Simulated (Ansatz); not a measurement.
MnPt2:

```
Pt Mn
1.0
     2.85840    0.00000    0.00000
    -1.42920    2.47545    0.00000
     0.00000    0.00000    6.53250
Pt Mn
2 1
Direct
  0.66667 0.33333 0.31621
  0.33333 0.66667 0.68379
  0.00000 0.00000 0.00000
```

The cell comes from a database or a generator and needn't be the stable form of this composition.

```yaml
Program: Ansatz 0.2.0
Task: relaxation of cell and atoms
Functional: PBEsol
Dispersion: D3(BJ)
Potentials_or_basis: Ansatz PAW
Cutoff: "420 eV (not typed: the program's choice for these potentials)"
k_mesh: 11 × 11 × 4
Occupations: fermi-dirac, width 0.05 eV
Spin: collinear spin, ferromagnetic start
Starting_moments: "[0.0, 0.0, 4.0] μB"
```

At the start: volume 15.41 Å³/atom.

**Question.** Where does the relaxation end?

**Answer.** It ends after 7 steps and the volume is 14.02 Å³/atom (-9.0 %); space group P-3m1 (No. 164, to 0.05 Å); moment 3.81 μB per cell.

The path:
```
step  energy change (eV)  largest force (eV/Å)  volume (Å³)
   1              0.0000                0.0193        46.22
   2             -0.1372                0.8770        40.52
   3             -0.2174                0.1011        42.36
   4             -0.2199                0.0333        42.13
   5             -0.2204                0.0076        42.06
   6             -0.2204                0.0001        42.07
   7             -0.2186                0.0000        42.07
```

Final structure:
```cif
data_structure
_symmetry_space_group_name_H-M 'P 1'
_symmetry_Int_Tables_number 1
_cell_length_a 2.7326
_cell_length_b 2.7326
_cell_length_c 6.5059
_cell_angle_alpha 90.000
_cell_angle_beta 90.000
_cell_angle_gamma 120.000
_cell_volume 42.07
loop_
_atom_site_label
_atom_site_type_symbol
_atom_site_fract_x
_atom_site_fract_y
_atom_site_fract_z
_atom_site_occupancy
Pt1 Pt 0.66667 0.33333 0.31794 1
Pt2 Pt 0.33333 0.66667 0.68206 1
Mn1 Mn 0.00000 0.00000 0.00000 1
```

Caveat: the plane-wave basis is chosen anew once the cell has moved, so the energies of steps on either side of that aren't comparable; pairwise dispersion overbinds metals, which lowers pressure and volume; the PAW data sets come from PBE, with cores solved anew for the run's functional, which leaves a small shift of forces and pressure.
